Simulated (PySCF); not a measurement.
# C2H8SeSi: the cost of one run

Computed with PySCF 2.14.0, with density-fitted response routines of our own, on a single molecule in the gas phase. Atoms are numbered from 0 throughout.

### 1 The molecule as given

12 atoms, charge 0, multiplicity 1; geometry from: GFN2-xTB. The atoms were then displaced at random by about 0.01 Å, so the start is not that level's minimum.

Bonds of the start (Å): C0–C1 1.50, C1–Si2 1.89, Si2–Se3 2.35, C0–H4 1.08, C0–H5 1.13, C0–H6 1.09, C1–H7 1.10, C1–H8 1.11, Si2–H9 1.45, Si2–H10 1.48, Se3–H11 1.43.

### 2 Geometry optimisation at PBE0-D3(BJ)/def2-SVP

The job: settings as JSON, then the geometry in Å.

```
{"job": {"xc": "PBE0", "basis": "def2-SVP", "d3": "d3bj", "grid": 1, "shake": 0.01, "kind": "geom"}, "charge": 0, "multiplicity": 1}
C     -1.688440     0.151000     0.054520
C     -0.269090     0.454430    -0.336740
Si     0.928510    -0.743880     0.493790
Se     3.109170    -0.164970    -0.148980
H     -1.997210    -0.838140    -0.251140
H     -2.387340     0.881440    -0.441860
H     -1.836220     0.266630     1.125150
H     -0.145560     0.397540    -1.425310
H     -0.014050     1.491600    -0.041050
H      0.726850    -2.127280     0.091530
H      0.913990    -0.626430     1.967880
H      2.699100     0.829790    -1.096830
```

On the command line:

```bash
$ OMP_NUM_THREADS=1 python probes_run.py task.json out
```

The driver reads the jobs from task.json and runs them one after another.

Q: Estimate the wall time and peak memory of this first job on 1 thread of Arm Neoverse N1, shared host.

About 3.2 min, with a peak of 0.49 GiB.
